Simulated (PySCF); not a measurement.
# C₄H₁₂GeSi: electronic excitations at several levels of theory

Aim: compute the electronic excitations of C₄H₁₂GeSi (`[SiH3][GeH2][CH]1CCC1`) at several levels, and see how far they spread and what each costs.

Programs: PySCF 2.14.0, with density-fitted response routines of our own. Each step states its level of theory. These are calculated values for one molecule in the gas phase, unless marked as measured. Atoms are numbered from 0 throughout.

## (1) The starting structure

18 atoms, charge 0, multiplicity 1; geometry from: GFN2-xTB.

Bonds of the start (Å): Si0–Ge1 2.34, Ge1–C2 1.99, C2–C3 1.54, C3–C4 1.53, C4–C5 1.53, C5–C2 1.54, Si0–H6 1.46, Si0–H7 1.46, Si0–H8 1.46, Ge1–H9 1.52, Ge1–H10 1.52, C2–H11 1.09, C3–H12 1.09, C3–H13 1.09, C4–H14 1.09, C4–H15 1.09, C5–H16 1.09, C5–H17 1.09.

## (2) Relaxing the molecule at PBE0-D3(BJ)/def2-SVP

What the job is given:

```
{"job": {"xc": "PBE0", "basis": "def2-SVP", "d3": "d3bj", "grid": 1, "kind": "geom"}, "charge": 0, "multiplicity": 1}
Si     1.977439     0.380225     1.530730
Ge     1.363909    -1.017343    -0.244466
C     -0.459736    -0.687375    -0.966227
C     -0.735037     0.791777    -1.282339
C     -1.530247     0.898343     0.023411
C     -1.546469    -0.631156     0.119897
H      3.326610     0.072010     2.002996
H      1.946826     1.785975     1.121096
H      1.052605     0.217695     2.654573
H      1.420214    -2.490885     0.106052
H      2.307655    -0.944985    -1.428147
H     -0.675224    -1.372701    -1.788151
H     -1.357321     0.930381    -2.166330
H      0.136177     1.443712    -1.366597
H     -2.500935     1.387532    -0.043504
H     -0.954296     1.358975     0.826179
H     -1.287916    -1.052847     1.093059
H     -2.493014    -1.063017    -0.203889
```

Log:

```text
step   0  E = -2525.07352241  max force = 0.015180
step   1  E = -2525.07875236  max force = 0.004302
step   2  E = -2525.07895146  max force = 0.001015
step   3  E = -2525.07898257  max force = 0.000495
step   4  E = -2525.07901119  max force = 0.000570
step   5  E = -2525.07902375  max force = 0.000583
step   6  E = -2525.07904269  max force = 0.000495
step   7  E = -2525.07905295  max force = 0.000336
optimisation converged
```

It took 1.7 min on 1 thread, shared host.

The steps of the relaxation:

```tsv
step	energy from step 0 (eV)	largest force component (eV/Å)
0	0.0000	0.7806
1	-0.1423	0.2212
2	-0.1477	0.0522
3	-0.1486	0.0255
4	-0.1494	0.0293
5	-0.1497	0.0300
6	-0.1502	0.0255
7	-0.1505	0.0173
```

Distances of close pairs at the start and the end, largest changes first:

```tsv
bond	before (Å)	after (Å)	change (Å)
Si0–Ge1	2.341	2.387	+0.046
Si0–H6	1.462	1.496	+0.034
Si0–H8	1.464	1.497	+0.032
Si0–H7	1.465	1.497	+0.032
Ge1–H10	1.516	1.546	+0.030
Ge1–H9	1.516	1.546	+0.030
Ge1–C2	1.989	1.966	-0.023
C5–H17	1.090	1.101	+0.012
```

The end geometry stands in the next job.

```tsv
at the end point	value
point group (found at 0.08 Å tolerance)	Cs
rotational constants (GHz, main isotopes)	2.511, 1.398, 1.074
dipole moment (D)	1.11
```

## (3) TDDFT and polarisability: CAM-B3LYP/def2-SVPD

What the job is given:

```
{"job": {"kind": "uv", "xc": "CAM-B3LYP", "basis": "def2-SVPD", "ip": true}, "charge": 0, "multiplicity": 1}
Si     1.781400     0.430394     1.370267
Ge     1.144233    -1.022702    -0.412656
C     -0.660316    -0.600636    -1.068002
C     -0.896097     0.900487    -1.366302
C     -1.626202     1.025890    -0.015588
C     -1.734581    -0.509659     0.043571
H      3.161787     0.099725     1.842438
H      1.766799     1.857964     0.920903
H      0.843047     0.294185     2.528372
H      1.187374    -2.483802     0.089432
H      2.165597    -0.877064    -1.563650
H     -0.880847    -1.295343    -1.893868
H     -1.577177     1.042125    -2.220204
H     -0.016332     1.544221    -1.528984
H     -2.564889     1.599230    -0.000275
H     -0.975134     1.429668     0.775891
H     -1.526609    -0.996229     1.010480
H     -2.713918    -0.869994    -0.308775
```

Method: TDDFT CAM-B3LYP/def2-SVPD, vertical, gas phase, core orbitals frozen in the response.

Log:

```text
coarse grid: 64216 points
cycle   1  E = -2525.6378825334  dE = -2.158e-01  |g| = 4.375e-01  |ddm| = 6.245e+00
cycle   2  E = -2525.6459820331  dE = -8.099e-03  |g| = 4.259e-01  |ddm| = 1.183e+00
cycle   3  E = -2525.6702886251  dE = -2.431e-02  |g| = 3.211e-02  |ddm| = 6.671e-01
cycle   4  E = -2525.6705185988  dE = -2.300e-04  |g| = 1.650e-02  |ddm| = 1.358e-01
cycle   5  E = -2525.6705832740  dE = -6.468e-05  |g| = 3.637e-03  |ddm| = 4.151e-02
cycle   6  E = -2525.6705866326  dE = -3.359e-06  |g| = 4.152e-04  |ddm| = 8.168e-03
final grid: 134264 points
cycle   7  E = -2525.6705349300  dE = -1.636e-07  |g| = 2.925e-04  |ddm| = 1.299e-02
cycle   8  E = -2525.6705349428  dE = -1.281e-08  |g| = 2.438e-04  |ddm| = 1.702e-03
cycle   9  E = -2525.6705349559  dE = -1.306e-08  |g| = 3.642e-05  |ddm| = 4.368e-04
cycle  10  E = -2525.6705349562  dE = -3.647e-10  |g| = 1.192e-05  |ddm| = 1.249e-04
converged SCF energy = -2525.6705349562

Static polarisability (au): isotropic 106.885, principal 95.365 108.056 117.235

Singlet excitations
state   eV       nm        f      main configurations
  1   7.1113    174.3   0.02547   H->L 0.71, H->L+2 0.14
  2   7.4017    167.5   0.02433   H->L+1 0.45, H->L+2 0.23, H-1->L+2 0.12
  3   7.4039    167.5   0.01313   H->L+3 0.77
  4   7.4460    166.5   0.07880   H->L+1 0.30, H-1->L 0.24, H->L 0.14
  5   7.5886    163.4   0.28382   H-1->L 0.47, H->L+2 0.28
  6   7.9115    156.7   0.05135   H->L+4 0.51, H-1->L+1 0.15
  7   7.9740    155.5   0.09010   H-1->L+1 0.41, H-1->L+2 0.15, H->L+4 0.12
  8   8.0300    154.4   0.00067   H->L+5 0.58, H-1->L+3 0.15, H->L+9 0.10
  9   8.1346    152.4   0.07351   H-1->L+3 0.40, H-1->L+2 0.13, H->L+5 0.11
 10   8.1394    152.3   0.15251   H-1->L+2 0.30, H-1->L+1 0.15, H-1->L+3 0.15

Triplet excitations (Tamm-Dancoff, eV): 6.4204 6.6408 6.7019 7.0723
Vertical ionisation energy (delta-SCF) = 9.5980 eV
```

Run time: 3 min. Hardware: 1 thread, shared host.

Frontier orbitals and where they lie:

```tsv
orbital	eV	atoms
HOMO−3	-10.40	C4 21 %, C2 17 %, C5 13 %
HOMO−2	-10.18	C5 17 %, C3 17 %, C2 15 %
HOMO−1	-9.43	Ge1 25 %, C2 13 %, Si0 12 %
HOMO	-8.96	Ge1 24 %, C2 22 %, Si0 20 %
LUMO	1.00	Ge1 33 %, Si0 11 %, H9 10 %
LUMO+1	1.16	Si0 36 %, Ge1 10 %, H6 9 %
LUMO+2	1.48	Si0 24 %, Ge1 22 %, C2 11 %
```

With each of the 10 states as a Gaussian band of 0.4 eV half-width at 1/e, the curve within the window shown has maxima at 161 nm (ε 20,000) L/(mol cm). Beyond the last state computed it falls off for lack of states. The curve at chosen wavelengths:

(nm, ε (L/mol/cm)): (147, 6633), (149, 10158), (150, 11940), (152, 15126), (154, 17488), (156, 19014), (157, 19532), (159, 20205), (161, 20392), (162, 20254), (164, 19379), (166, 17638), (168, 15164), (169, 13753), (171, 10835), (173, 8087), (175, 5754), (176, 4778), (178, 3205), (180, 2082), (181, 1661), (183, 1037), (185, 631), (187, 375), (188, 286), (190, 163)

Ground-state properties from the same run:

```tsv
property	computed
dipole moment (D)	1.02
polarisability (Å³)	15.84
HOMO–LUMO gap (eV)	9.96
−ε(HOMO) (eV)	8.96
```

## (4) Ultraviolet spectrum: wB97X-D/def2-SVPD

The job, as its differences from that of step 3:

```diff
@@ -1,2 +1,2 @@
-{"job": {"kind": "uv", "xc": "CAM-B3LYP", "basis": "def2-SVPD", "ip": true}, "charge": 0, "multiplicity": 1}
+{"job": {"kind": "uv", "xc": "wB97X-D", "basis": "def2-SVPD", "ip": true}, "charge": 0, "multiplicity": 1}
 Si     1.781400     0.430394     1.370267
```

Method: TDDFT wB97X-D/def2-SVPD, vertical, gas phase, core orbitals frozen in the response.

Log:

```text
coarse grid: 64216 points
cycle   1  E = -2525.6358722890  dE = -1.931e-01  |g| = 3.909e-01  |ddm| = 5.920e+00
cycle   2  E = -2525.6484019160  dE = -1.253e-02  |g| = 3.527e-01  |ddm| = 1.052e+00
cycle   3  E = -2525.6637347721  dE = -1.533e-02  |g| = 2.875e-02  |ddm| = 5.518e-01
cycle   4  E = -2525.6639826481  dE = -2.479e-04  |g| = 8.992e-03  |ddm| = 1.350e-01
cycle   5  E = -2525.6640066708  dE = -2.402e-05  |g| = 2.788e-03  |ddm| = 3.134e-02
cycle   6  E = -2525.6640089843  dE = -2.314e-06  |g| = 7.468e-04  |ddm| = 8.775e-03
final grid: 134264 points
cycle   7  E = -2525.6634398688  dE = -2.701e-06  |g| = 8.494e-04  |ddm| = 2.808e-02
cycle   8  E = -2525.6634399755  dE = -1.067e-07  |g| = 7.127e-04  |ddm| = 4.864e-03
cycle   9  E = -2525.6634400898  dE = -1.143e-07  |g| = 9.461e-05  |ddm| = 1.364e-03
cycle  10  E = -2525.6634400943  dE = -4.549e-09  |g| = 2.981e-05  |ddm| = 5.042e-04
cycle  11  E = -2525.6634400947  dE = -4.275e-10  |g| = 1.010e-05  |ddm| = 1.316e-04
converged SCF energy = -2525.6634400947

Static polarisability (au): isotropic 106.930, principal 95.501 108.164 117.125

Singlet excitations
state   eV       nm        f      main configurations
  1   7.2171    171.8   0.03919   H->L 0.58, H->L+2 0.24
  2   7.3880    167.8   0.01433   H->L+3 0.82, H-1->L+3 0.09
  3   7.5053    165.2   0.00921   H-1->L+2 0.28, H->L+2 0.19, H->L 0.19
  4   7.6075    163.0   0.04599   H->L+1 0.58, H-1->L 0.13, H-1->L+1 0.08
  5   7.7067    160.9   0.38442   H-1->L 0.42, H->L+2 0.26, H->L+1 0.12
  6   8.0496    154.0   0.01235   H->L+4 0.53
  7   8.0611    153.8   0.00386   H-1->L+3 0.56, H->L+5 0.13
  8   8.0940    153.2   0.11695   H-1->L+1 0.30, H-1->L+2 0.26, H-1->L 0.14
  9   8.2651    150.0   0.22968   H-1->L+1 0.32, H-1->L+2 0.23, H->L+2 0.13
 10   8.2789    149.8   0.02991   H->L+5 0.55, H-1->L+3 0.12

Triplet excitations (Tamm-Dancoff, eV): 6.5029 6.6364 6.8774 7.1934
Vertical ionisation energy (delta-SCF) = 9.5513 eV
```

It took 4 min on 1 thread, shared host.

Key values: HOMO -9.47 eV, LUMO 1.83 eV; lowest singlet 7.22 eV.

## (5) Excited states and response: LC-wPBE/def2-SVPD

The job, as its differences from that of step 4:

```diff
@@ -1,2 +1,2 @@
-{"job": {"kind": "uv", "xc": "wB97X-D", "basis": "def2-SVPD", "ip": true}, "charge": 0, "multiplicity": 1}
+{"job": {"kind": "uv", "xc": "LC-wPBE", "basis": "def2-SVPD", "ip": true}, "charge": 0, "multiplicity": 1}
 Si     1.781400     0.430394     1.370267
```

With the program's defaults for keys left out, this is: TDDFT LC-wPBE/def2-SVPD, vertical, gas phase, core orbitals frozen in the response.

Log:

```text
coarse grid: 64216 points
cycle   1  E = -2525.1615304712  dE = -9.160e-02  |g| = 4.443e-01  |ddm| = 5.865e+00
cycle   2  E = -2525.1851915312  dE = -2.366e-02  |g| = 3.765e-01  |ddm| = 1.062e+00
cycle   3  E = -2525.1985734813  dE = -1.338e-02  |g| = 3.962e-02  |ddm| = 5.334e-01
cycle   4  E = -2525.1991402585  dE = -5.668e-04  |g| = 7.140e-03  |ddm| = 1.610e-01
cycle   5  E = -2525.1991609952  dE = -2.074e-05  |g| = 1.511e-03  |ddm| = 3.090e-02
cycle   6  E = -2525.1991625161  dE = -1.521e-06  |g| = 6.796e-04  |ddm| = 9.512e-03
final grid: 134264 points
cycle   7  E = -2525.1990761606  dE = -2.036e-07  |g| = 6.645e-04  |ddm| = 8.315e-03
cycle   8  E = -2525.1990762025  dE = -4.195e-08  |g| = 5.709e-04  |ddm| = 2.448e-03
cycle   9  E = -2525.1990762834  dE = -8.083e-08  |g| = 3.939e-05  |ddm| = 1.093e-03
cycle  10  E = -2525.1990762846  dE = -1.285e-09  |g| = 2.218e-05  |ddm| = 2.639e-04
cycle  11  E = -2525.1990762754  dE =  9.198e-09  |g| = 5.678e-06  |ddm| = 8.905e-05
cycle  12  E = -2525.1990762754  dE = -3.638e-12  |g| = 1.329e-06  |ddm| = 2.127e-05
converged SCF energy = -2525.1990762754

Static polarisability (au): isotropic 104.069, principal 93.200 105.142 113.866

Singlet excitations
state   eV       nm        f      main configurations
  1   7.5148    165.0   0.05223   H->L+2 0.37, H->L 0.28
  2   7.6790    161.5   0.01962   H->L+3 0.69, H-1->L+3 0.14
  3   7.9391    156.2   0.01199   H->L 0.43, H-1->L+2 0.24, H->L+1 0.09
  4   8.0930    153.2   0.06964   H->L+1 0.52, H-1->L 0.09, H-1->L+1 0.09
  5   8.1241    152.6   0.47800   H-1->L 0.42, H->L+2 0.24, H->L+1 0.09
  6   8.5090    145.7   0.00040   H->L+4 0.36, H->L+1 0.10
  7   8.5430    145.1   0.00129   H-1->L+3 0.31, H->L+5 0.22, H->L+8 0.13
  8   8.6312    143.6   0.15167   H-1->L+2 0.26, H-1->L+1 0.24, H-1->L 0.18
  9   8.7456    141.8   0.01388   H->L+5 0.29, H-1->L+3 0.18, H->L+3 0.16
 10   8.7926    141.0   0.22974   H-1->L+1 0.20, H->L+6 0.19, H-1->L+4 0.12

Triplet excitations (Tamm-Dancoff, eV): 6.5466 6.7063 6.9786 7.4581
Vertical ionisation energy (delta-SCF) = 9.7918 eV
```

Wall time 3.5 min (1 thread, shared host).

In short: HOMO -10.25 eV, LUMO 2.00 eV; lowest singlet 7.51 eV.

## (6) TDDFT and polarisability: PBE0/6-31G*

The job, as its differences from that of step 5:

```diff
@@ -1,2 +1,2 @@
-{"job": {"kind": "uv", "xc": "LC-wPBE", "basis": "def2-SVPD", "ip": true}, "charge": 0, "multiplicity": 1}
+{"job": {"kind": "uv", "xc": "PBE0", "basis": "6-31G*"}, "charge": 0, "multiplicity": 1}
 Si     1.781400     0.430394     1.370267
```

With the program's defaults for keys left out, this is: TDDFT PBE0/6-31G*, vertical, gas phase, core orbitals frozen in the response.

Log:

```text
coarse grid: 64216 points
cycle   1  E = -2525.1785154055  dE = -2.905e-01  |g| = 4.663e-01  |ddm| = 3.630e+00
cycle   2  E = -2525.1574885230  dE =  2.103e-02  |g| = 5.641e-01  |ddm| = 8.835e-01
cycle   3  E = -2525.2183225383  dE = -6.083e-02  |g| = 4.758e-02  |ddm| = 5.415e-01
cycle   4  E = -2525.2188070166  dE = -4.845e-04  |g| = 2.121e-02  |ddm| = 6.595e-02
cycle   5  E = -2525.2188981300  dE = -9.111e-05  |g| = 4.507e-03  |ddm| = 2.275e-02
cycle   6  E = -2525.2189033224  dE = -5.192e-06  |g| = 7.273e-04  |ddm| = 6.162e-03
final grid: 134264 points
cycle   7  E = -2525.2188686045  dE = -4.054e-08  |g| = 8.240e-04  |ddm| = 2.785e-03
cycle   8  E = -2525.2188685209  dE =  8.356e-08  |g| = 1.008e-03  |ddm| = 1.904e-03
cycle   9  E = -2525.2188687872  dE = -2.663e-07  |g| = 4.848e-05  |ddm| = 9.971e-04
cycle  10  E = -2525.2188687876  dE = -4.438e-10  |g| = 6.374e-06  |ddm| = 5.311e-05
converged SCF energy = -2525.2188687876

Static polarisability (au): isotropic 91.864, principal 79.608 92.924 103.061

Singlet excitations
state   eV       nm        f      main configurations
  1   7.2654    170.7   0.07059   H->L 0.90
  2   7.4096    167.3   0.01812   H-1->L 0.56, H->L+1 0.37
  3   7.5151    165.0   0.00527   H->L+2 0.97
  4   7.6862    161.3   0.21915   H->L+1 0.47, H-1->L 0.29, H-1->L+1 0.19
  5   7.9845    155.3   0.37428   H-1->L+1 0.76, H->L+1 0.10
  6   8.0490    154.0   0.00796   H-1->L+2 0.73, H-2->L 0.16
  7   8.2064    151.1   0.02307   H-2->L 0.77, H-1->L+2 0.18
  8   8.3951    147.7   0.02026   H-3->L 0.61, H->L+3 0.32
  9   8.4276    147.1   0.02242   H->L+3 0.59, H-3->L 0.26
 10   8.5047    145.8   0.00144   H-2->L+1 0.73, H-4->L 0.20

Triplet excitations (Tamm-Dancoff, eV): 6.4203 6.6739 6.8226 6.9904
```

Wall time 21 s (1 thread, shared host).

In short: HOMO -7.56 eV, LUMO 0.75 eV; lowest singlet 7.27 eV.

## (7) Excited states and response: PBE0/def2-SVP

The job, as its differences from that of step 6:

```diff
@@ -1,2 +1,2 @@
-{"job": {"kind": "uv", "xc": "PBE0", "basis": "6-31G*"}, "charge": 0, "multiplicity": 1}
+{"job": {"kind": "uv", "xc": "PBE0", "basis": "def2-SVP"}, "charge": 0, "multiplicity": 1}
 Si     1.781400     0.430394     1.370267
```

With the program's defaults for keys left out, this is: TDDFT PBE0/def2-SVP, vertical, gas phase, core orbitals frozen in the response.

Log:

```text
coarse grid: 64216 points
cycle   1  E = -2525.0279291763  dE = -3.380e-01  |g| = 4.343e-01  |ddm| = 4.095e+00
cycle   2  E = -2525.0118763660  dE =  1.605e-02  |g| = 5.171e-01  |ddm| = 8.728e-01
cycle   3  E = -2525.0625206820  dE = -5.064e-02  |g| = 4.995e-02  |ddm| = 5.296e-01
cycle   4  E = -2525.0630576654  dE = -5.370e-04  |g| = 2.198e-02  |ddm| = 7.524e-02
cycle   5  E = -2525.0631576956  dE = -1.000e-04  |g| = 4.504e-03  |ddm| = 2.685e-02
cycle   6  E = -2525.0631628459  dE = -5.150e-06  |g| = 7.952e-04  |ddm| = 7.123e-03
final grid: 134264 points
cycle   7  E = -2525.0631150332  dE = -3.276e-08  |g| = 9.308e-04  |ddm| = 4.293e-03
cycle   8  E = -2525.0631149175  dE =  1.157e-07  |g| = 1.154e-03  |ddm| = 2.311e-03
cycle   9  E = -2525.0631152683  dE = -3.508e-07  |g| = 5.188e-05  |ddm| = 1.242e-03
cycle  10  E = -2525.0631152689  dE = -6.285e-10  |g| = 6.685e-06  |ddm| = 7.077e-05
converged SCF energy = -2525.0631152689

Static polarisability (au): isotropic 97.205, principal 86.431 97.821 107.363

Singlet excitations
state   eV       nm        f      main configurations
  1   7.1900    172.4   0.06979   H->L 0.91
  2   7.3668    168.3   0.00444   H->L+1 0.97
  3   7.4421    166.6   0.01252   H-1->L 0.88
  4   7.8931    157.1   0.01624   H-1->L+1 0.81, H-2->L 0.11
  5   7.9721    155.5   0.16318   H->L+2 0.74, H-1->L+2 0.12
  6   8.1753    151.7   0.03691   H-2->L 0.85, H-1->L+1 0.11
  7   8.2540    150.2   0.00657   H->L+3 0.40, H->L+4 0.34, H->L+5 0.10
  8   8.2988    149.4   0.07821   H->L+3 0.45, H->L+4 0.32, H-1->L+2 0.09
  9   8.3479    148.5   0.01190   H-3->L 0.59, H-1->L+2 0.20, H->L+5 0.09
 10   8.3897    147.8   0.15111   H-1->L+2 0.41, H-2->L+1 0.12, H-3->L 0.11

Triplet excitations (Tamm-Dancoff, eV): 6.3327 6.5914 6.8745 6.9811
```

Wall time 29 s (1 thread, shared host).

This run: HOMO -7.69 eV, LUMO 0.57 eV; lowest singlet 7.19 eV.

## (8) TDDFT and polarisability: PBE0/def2-TZVP

The job, as its differences from that of step 7:

```diff
@@ -1,2 +1,2 @@
-{"job": {"kind": "uv", "xc": "PBE0", "basis": "def2-SVP"}, "charge": 0, "multiplicity": 1}
+{"job": {"kind": "uv", "xc": "PBE0", "basis": "def2-TZVP"}, "charge": 0, "multiplicity": 1}
 Si     1.781400     0.430394     1.370267
```

Level: TDDFT PBE0/def2-TZVP, vertical, gas phase, core orbitals frozen in the response.

Log:

```text
coarse grid: 64216 points
cycle   1  E = -2525.5323453340  dE = -2.925e-01  |g| = 6.949e-01  |ddm| = 3.067e+00
cycle   2  E = -2525.4958121286  dE =  3.653e-02  |g| = 8.463e-01  |ddm| = 9.344e-01
cycle   3  E = -2525.5870252321  dE = -9.121e-02  |g| = 7.155e-02  |ddm| = 6.066e-01
cycle   4  E = -2525.5880713293  dE = -1.046e-03  |g| = 3.168e-02  |ddm| = 8.771e-02
cycle   5  E = -2525.5882917123  dE = -2.204e-04  |g| = 6.811e-03  |ddm| = 3.177e-02
cycle   6  E = -2525.5883022058  dE = -1.049e-05  |g| = 1.134e-03  |ddm| = 8.068e-03
cycle   7  E = -2525.5883025566  dE = -3.508e-07  |g| = 3.379e-04  |ddm| = 1.479e-03
final grid: 134264 points
cycle   8  E = -2525.5882620693  dE = -1.854e-07  |g| = 4.422e-04  |ddm| = 9.704e-03
cycle   9  E = -2525.5882620387  dE =  3.056e-08  |g| = 5.739e-04  |ddm| = 9.804e-04
cycle  10  E = -2525.5882621166  dE = -7.788e-08  |g| = 2.833e-05  |ddm| = 4.125e-04
cycle  11  E = -2525.5882621168  dE = -1.701e-10  |g| = 1.671e-05  |ddm| = 5.422e-05
converged SCF energy = -2525.5882621168

Static polarisability (au): isotropic 106.146, principal 94.371 106.809 117.257

Singlet excitations
state   eV       nm        f      main configurations
  1   6.9534    178.3   0.04532   H->L 0.95
  2   7.1344    173.8   0.00489   H->L+1 0.96
  3   7.2102    172.0   0.00341   H-1->L 0.80, H->L+2 0.16
  4   7.4765    165.8   0.24118   H->L+2 0.68, H-1->L 0.13, H->L+3 0.09
  5   7.5612    164.0   0.04012   H->L+3 0.81
  6   7.6561    161.9   0.01317   H-1->L+1 0.87
  7   7.7960    159.0   0.19282   H-1->L+2 0.91
  8   7.8595    157.8   0.03424   H->L+4 0.51, H->L+5 0.40
  9   7.9368    156.2   0.02241   H-2->L 0.81
 10   7.9790    155.4   0.06700   H->L+5 0.49, H->L+4 0.29, H-1->L+3 0.13

Triplet excitations (Tamm-Dancoff, eV): 6.1196 6.3506 6.5582 6.7571
```

Wall time 78 s (1 thread, shared host).

Key values: HOMO -7.66 eV, LUMO 0.38 eV; lowest singlet 6.95 eV.

## (9) Side by side: electronic excitations

Excitations and ground-state properties, with basis size and wall time:

```tsv
run	lowest singlet (eV)	brightest (eV)	f	gap (eV)	α (Å³)	μ (D)	functions	time
CAM-B3LYP/def2-SVPD	7.11	7.59	0.284	9.96	15.84	1.02	238	3 min
wB97X-D/def2-SVPD	7.22	7.71	0.384	11.30	15.85	1.05	238	4 min
LC-wPBE/def2-SVPD	7.51	8.12	0.478	12.25	15.42	0.99	238	3.5 min
PBE0/6-31G*	7.27	7.98	0.374	8.31	13.61	1.15	130	21 s
PBE0/def2-SVP	7.19	7.97	0.163	8.26	14.40	1.11	166	29 s
PBE0/def2-TZVP	6.95	7.48	0.241	8.04	15.73	1.10	281	78 s
```

## (10) Results

| quantity | value |
| --- | --- |
| point group | Cs |
| rotational constants (main isotopes) | 2.51, 1.40, 1.07 GHz |
| lowest singlet (CAM-B3LYP/def2-SVPD) | 7.11 eV (174 nm), f = 0.025 |
| brightest single state of those computed | state 5, 7.59 eV, f = 0.284 |
| lowest triplet | 6.42 eV |
| vertical ionisation energy (ΔSCF) | 9.60 eV |
| range of the lowest singlet | 6.95 to 7.51 eV |

**Reading.** Single values in the summary come from the first run of each kind that ended normally (CAM-B3LYP/def2-SVPD), which need not be the best level. Relaxing lowered the energy by 0.150 eV in 7 steps; the close pair that moved most is Si0–Ge1, from 2.341 to 2.387 Å. No frequency check was run at this level, so the end point may be a saddle. The first singlet state (HOMO→LUMO 0.71, HOMO→LUMO+2 0.14) lies at 7.11 eV and is weak; of the 10 states computed, the strongest absorption comes from state 5 at 7.59 eV (the last state computed is bright too, and its partners may lie past the list). The lowest triplet lies 0.69 eV below the lowest singlet (triplets in Tamm-Dancoff, singlets in full TDDFT). The orbital energy would give 8.96 eV for ionisation, ΔSCF gives 9.60 eV. The lowest singlet runs from 6.95 eV (PBE0/def2-TZVP) to 7.51 eV (LC-wPBE/def2-SVPD), while the orbital gap spans 8.04 to 12.25 eV. The lowest state need not be the same one in every run.
